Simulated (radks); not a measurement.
# Ge in [Ar] 3d10 4s1.5 4p2 5s0.5: an all-electron calculation

The task here is to estimate one member of a computed series from the others.

Program: radks (a radial shooting solver on a logarithmic mesh, Libxc functionals) version 1. Level of theory: Dirac Kohn-Sham, PBEsol, spin-unpolarised, spherical densities, finite nucleus; open shells fill j = l - 1/2 first. These are calculated values, not measurements, unless marked.

**What is computed**

| Property | Result |
| --- | --- |
| element | germanium (Z = 32) |
| charge | 0 |
| electrons | 32 |
| configuration | [Ar] 3d10 4s1.5 4p2 5s0.5 |
| nuclear rms radius | 4.0742 fm |

The first run:

Settings of this run:

```text
Z 32
configuration [Ar] 3d10 4s1.5 4p2 5s0.5 4d0 5p0
relativity Dirac
functional pbe_sol,pbe_sol
spin unpolarised
j_filling energy
nucleus finite rms 4.0742 fm
c 137.035999084
```

One of the session's tables, all rows but one given; the rest of the session is left out.

It belongs to the step «Orbitals and density». Radial moments (bohr):

| level | <r> | outermost maximum (interpolated) | 90 % within | nodes |
| --- | --- | --- | --- | --- |
| 1s1/2 | 0.04702 | 0.0307 | 0.0840 | 0 |
| 2s1/2 | ? | ? | ? | ? |
| 2p1/2 | 0.1813 | 0.139 | 0.297 | 0 |
| 2p3/2 | 0.1849 | 0.142 | 0.302 | 0 |
| 3s1/2 | 0.6246 | 0.543 | 0.935 | 2 |
| 3p1/2 | 0.6401 | 0.538 | 0.985 | 1 |
| 3p3/2 | 0.6508 | 0.546 | 1.00 | 1 |
| 3d3/2 | 0.7320 | 0.501 | 1.24 | 0 |
| 3d5/2 | 0.7373 | 0.504 | 1.25 | 0 |
| 4s1/2 | 2.066 | 1.72 | 3.11 | 3 |
| 4p1/2 | 2.671 | 2.11 | 4.15 | 2 |
| 4p3/2 | 2.720 | 2.15 | 4.23 | 2 |
| 5s1/2 | 7.396 | 6.35 | 11.0 | 4 |
| 5p1/2 | 10.60 | 8.85 | 15.9 | 3 |
| 5p3/2 | 10.72 | 8.94 | 16.0 | 3 |

Estimate the missing values for 2s1/2.

The run gave: <r>: 0.2099; outermost maximum (interpolated): 0.176; 90 % within: 0.325; nodes: 1. In the column «<r>» it lies between 2p3/2 (0.1849) and 3s1/2 (0.6246).
